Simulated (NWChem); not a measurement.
**MoHS2ClO (SMILES [OH][Mo](=[S])(=[S])[Cl]) at 3 levels**

Aim: a comparison of 3 runs (HF/STO-3G, HF/3-21G, M06-2X/3-21G) of MoHS2ClO. 

The calculation is run with NWChem 7.3.0.

**1. The molecule**

MoHS2ClO: 6 atoms, total charge 0, spin state singlet. SMILES: `[OH][Mo](=[S])(=[S])[Cl]`. The shape is that of a PBE0-D4/def2-TZVP optimisation. This is one conformer, not always the lowest.

Bond lengths: O1–Mo2 1.852 Å, Mo2–S3 2.092 Å, Mo2–S4 2.091 Å, Mo2–Cl5 2.241 Å, O1–H6 0.963 Å. Angles: O1–Mo2–S3 108.7°, O1–Mo2–S4 110.1°, O1–Mo2–Cl5 111.3°, S3–Mo2–S4 108.7°, S3–Mo2–Cl5 109.2°, S4–Mo2–Cl5 108.7°, Mo2–O1–H6 121.3°.

**2. Energy and forces at HF/STO-3G (run 1)**

job.nw reads:

```
start job
memory total 2200 mb
charge 0
geometry units au noautosym nocenter noautoz
  O     -1.48343501     1.09150581     2.18187778
  Mo     0.58071284    -0.24245186    -0.30972611
  S      3.38752305    -2.43491211     1.40520035
  S     -1.52727665    -2.54697287    -2.73103220
  Cl     2.40902286     2.81928241    -2.59516089
  H     -3.28698962     1.19279513     1.96153572
end
basis spherical bse
  O library STO-3G
  Mo library STO-3G
  S library STO-3G
  Cl library STO-3G
  H library STO-3G
end
scf
  thresh 1e-08
  maxiter 80
  print low
end
task scf gradient
```

Launch:

```console
nwchem job.nw > job.out
```

The log of the run:

```text
[...]
  functions       =    60
[...]
  wavefunction    = RHF
[...]
         Total SCF energy =  -5251.488304380094
      One-electron energy =  -8887.274023305692
      Two-electron energy =   2826.163098045147
 Nuclear repulsion energy =    809.622620880452
        Time for solution =     28.3s
[...]
                         RHF ENERGY GRADIENTS
    atom               coordinates                        gradient
                 x          y          z           x          y          z
   1 O      -1.483435   1.091506   2.181878   -0.062321   0.020143   0.032693
   2 Mo      0.580713  -0.242452  -0.309726    0.019674   0.074820  -0.022465
   3 S       3.387523  -2.434912   1.405200    0.057308  -0.045774   0.032824
   4 S      -1.527277  -2.546973  -2.731032   -0.041820  -0.047337  -0.048283
   5 Cl      2.409023   2.819282  -2.595161    0.000614  -0.001636  -0.000535
   6 H      -3.286990   1.192795   1.961536    0.026545  -0.000216   0.005766
 Task  times  cpu:       35.5s     wall:       35.5s
 Total times  cpu:       35.5s     wall:       35.5s
```

Wall time 36 s (1 thread of Intel Xeon Platinum 8259CL at 2.50GHz (Skylake/Cascade Lake), shared host); peak memory 0.099 GiB.

**3. Energy and gradient at HF/3-21G (run 2)**

run.xyz reads:

```xyz
6
ClHMoOS2 gradient
O     -0.785000     0.577600     1.154600
Mo     0.307300    -0.128300    -0.163900
S      1.792600    -1.288500     0.743600
S     -0.808200    -1.347800    -1.445200
Cl     1.274800     1.491900    -1.373300
H     -1.739400     0.631200     1.038000
```

run.py reads:

```python
from ase.io import read
from ase.calculators.nwchem import NWChem

system = read('run.xyz')

calc = NWChem(
    label='run',
    theory='scf',
    memory='2200 mb',
    basis='3-21G',
    basispar='spherical bse',
    scf={'nopen': '0', 'rhf': None, 'thresh': '1e-08', 'maxiter': '80'},
)
system.calc = calc

forces = system.get_forces()
print(f"energy = {system.get_potential_energy():.6f} eV")
print("forces (eV/A):")
for s, f in zip(system.symbols, forces):
    print(f"{s:2s} {f[0]:10.5f} {f[1]:10.5f} {f[2]:10.5f}")
print("dipole (e A):", system.get_dipole_moment().round(4))
```

Launch:

```console
export ASE_NWCHEM_COMMAND="nwchem PREFIX.nwi > PREFIX.nwo"
python run.py
```

The log of the run:

```text
energy = -143677.724826 eV
forces (eV/A):
O     0.26981   -0.16476   -0.52780
Mo   -0.76043   -0.50640    1.57614
S     0.66129   -0.46151    0.35060
S    -0.54081   -0.56245   -0.68057
Cl    0.84091    1.47144   -1.08177
H    -0.47077    0.22374    0.36345
dipole (e A): [-0.5798 -0.0575  0.1873]
```

The calculator wrote run.nwi:

```
title "run"

permanent_dir run

scratch_dir run

start run

geometry units angstrom nocenter noautosym noautoz
  O  -7.8500000000000003e-01 5.7760000000000000e-01 1.1546000000000001e+00
  Mo 3.0730000000000002e-01 -1.2830000000000000e-01 -1.6389999999999999e-01
  S  1.7926000000000000e+00 -1.2885000000000000e+00 7.4360000000000004e-01
  S  -8.0820000000000003e-01 -1.3478000000000001e+00 -1.4452000000000000e+00
  Cl 1.2747999999999999e+00 1.4919000000000000e+00 -1.3733000000000000e+00
  H  -1.7394000000000001e+00 6.3119999999999998e-01 1.0380000000000000e+00
end

memory 2200 mb

basis spherical bse noprint
   * library 3-21G
end

scf
  nopen 0
  rhf
  thresh 1e-08
  maxiter 80
end

task scf gradient
```

run.nwo:

```text
Northwest Computational Chemistry Package (NWChem) 7.3.0
             --------------------------------------------------------

           Job information
           ---------------

    nwchem branch   = 7.3.0
    use scalapack   = T
    input           = run.nwi
    prefix          = run.
    data base       = run/run.db
    status          = startup
    nproc           =        1

           Memory information
           ------------------

    heap     =     72089598 doubles =      550.0 Mbytes
    stack    =     72089595 doubles =      550.0 Mbytes
    global   =    144179200 doubles =     1100.0 Mbytes (distinct from heap & stack)
    total    =    288358393 doubles =     2200.0 Mbytes
    verify   = yes
    hardfail = no

[... 40 lines left out ...]
            Nuclear Dipole moment (a.u.)
[... 84 lines left out ...]
 1-e energy   =   -8910.202710
[... 7 lines left out ...]
         Quadratically convergent ROHF
[... 3 lines left out ...]
 Final Fock-matrix accuracy:          1.000E-10
[... 13 lines left out ...]
       Final RHF  results
[... 3 lines left out ...]
      One-electron energy =  -8905.263503139040
[... 1 line left out ...]
 Nuclear repulsion energy =    809.622679346359
[... 68 lines left out ...]
                       ROHF Final Molecular Orbital Analysis
[... 292 lines left out ...]
                 ----------------------------------------
                 |  Time  |  1-e(secs)   |  2-e(secs)   |
                 ----------------------------------------
                 |  CPU   |       0.01   |       8.33   |
                 ----------------------------------------
                 |  WALL  |       0.01   |       8.33   |
                 ----------------------------------------

 Task  times  cpu:       49.0s     wall:       49.0s
 Total times  cpu:       49.0s     wall:       49.0s
```

Run time: 50 s. Hardware: 1 thread of Intel Xeon Platinum 8259CL at 2.50GHz (Skylake/Cascade Lake), shared host; peak memory 0.099 GiB.

**4. Energy and gradient at M06-2X/3-21G (run 3)**

run.py reads:

```python
from ase import Atoms
from ase.calculators.nwchem import NWChem

mol = Atoms(['O', 'Mo', 'S', 'S', 'Cl', 'H'], positions=[
    [-0.785000, 0.577600, 1.154600],
    [0.307300, -0.128300, -0.163900],
    [1.792600, -1.288500, 0.743600],
    [-0.808200, -1.347800, -1.445200],
    [1.274800, 1.491900, -1.373300],
    [-1.739400, 0.631200, 1.038000],
])

calc = NWChem(
    label='job',
    theory='dft',
    memory='2200 mb',
    basis='3-21G',
    basispar='spherical bse',
    dft={'xc': 'm06-2x', 'mult': '1', 'grid': 'xfine', 'convergence': 'energy 1e-08', 'iterations': '100', 'mulliken': None},
)
mol.calc = calc

forces = mol.get_forces()
print(f"energy = {mol.get_potential_energy():.6f} eV")
print("forces (eV/A):")
for s, f in zip(mol.symbols, forces):
    print(f"{s:2s} {f[0]:10.5f} {f[1]:10.5f} {f[2]:10.5f}")
print("dipole (e A):", mol.get_dipole_moment().round(4))
```

Launch:

```console
export ASE_NWCHEM_COMMAND="nwchem PREFIX.nwi > PREFIX.nwo"
python run.py
```

The log of the run:

```text
energy = -143808.638398 eV
forces (eV/A):
O     1.15710   -0.01280    0.20044
Mo   -0.38963   -0.07837    0.87839
S     0.79375   -0.58914    0.47807
S    -0.65543   -0.70057   -0.77997
Cl    0.64668    1.15113   -0.83396
H    -1.55248    0.22981    0.05703
dipole (e A): [-0.5752 -0.0074  0.1925]
```

The calculator wrote job.nwi:

```
title "job"

permanent_dir job

scratch_dir job

start job

geometry units angstrom nocenter noautosym noautoz
  O  -7.8500000000000003e-01 5.7760000000000000e-01 1.1546000000000001e+00
  Mo 3.0730000000000002e-01 -1.2830000000000000e-01 -1.6389999999999999e-01
  S  1.7926000000000000e+00 -1.2885000000000000e+00 7.4360000000000004e-01
  S  -8.0820000000000003e-01 -1.3478000000000001e+00 -1.4452000000000000e+00
  Cl 1.2747999999999999e+00 1.4919000000000000e+00 -1.3733000000000000e+00
  H  -1.7394000000000001e+00 6.3119999999999998e-01 1.0380000000000000e+00
end

memory 2200 mb

basis spherical bse noprint
   * library 3-21G
end

dft
  xc m06-2x
  mult 1
  grid xfine
  convergence energy 1e-08
  iterations 100
  mulliken
end

task dft gradient
```

job.nwo:

```text
Northwest Computational Chemistry Package (NWChem) 7.3.0
             --------------------------------------------------------

           Job information
           ---------------

    nwchem branch   = 7.3.0
    use scalapack   = T
    input           = job.nwi
    prefix          = job.
    data base       = job/job.db
    status          = startup
    nproc           =        1

           Memory information
           ------------------

    heap     =     72089598 doubles =      550.0 Mbytes
    stack    =     72089595 doubles =      550.0 Mbytes
    global   =    144179200 doubles =     1100.0 Mbytes (distinct from heap & stack)
    total    =    288358393 doubles =     2200.0 Mbytes
    verify   = yes
    hardfail = no

[... 106 lines left out ...]
  convergence criterion.
[... 40 lines left out ...]
          Spatial weights used:  Erf1
[... 88 lines left out ...]
         Total DFT energy =    -5284.870027155427
[... 3 lines left out ...]
 Nuclear repulsion energy =      809.622679346359
[... 702 lines left out ...]
          Convergence on gradient requested:  5.00D-04
[... 27 lines left out ...]
          total energy or number of iterations.
[... 37 lines left out ...]
                 ----------------------------------------
                 |  Time  |  1-e(secs)   |  2-e(secs)   |
                 ----------------------------------------
                 |  CPU   |       0.01   |       7.93   |
                 ----------------------------------------
                 |  WALL  |       0.01   |       7.93   |
                 ----------------------------------------

 Task  times  cpu:       74.7s     wall:       74.7s
 Total times  cpu:       74.7s     wall:       74.7s
```

Wall time 76 s (1 thread of Intel Xeon Platinum 8259CL at 2.50GHz (Skylake/Cascade Lake), shared host); peak memory 0.14 GiB.

**5. Overview of the runs**

```csv
run,level,iteration cap,module,energy (Eh),largest force (eV/Å),wall time
1,HF/STO-3G,80,scf,-5251.488304,4.143,36 s
2,HF/3-21G,80,scf,-5280.059042,2.011,50 s
3,M06-2X/3-21G,100,dft,-5284.870027,1.570,76 s
```

**6. Outcome**

| quantity | value |
| --- | --- |
| run 3: total energy | -5284.87003 Eh |
| run 3: dipole moment | 2.91 D |
| run 3: HOMO energy | -8.88 eV |
| run 3: LUMO energy | -3.36 eV |
| run 3: HOMO–LUMO gap | 5.52 eV |
| run 3: largest force on an atom | 1.570 eV/Å |

In run 1 the basis is minimal, so the values are rough. In runs 1, 2, 3 relativity is left out where basis or elements ask for it. All runs together took 2.7 min, the longest 76 s.
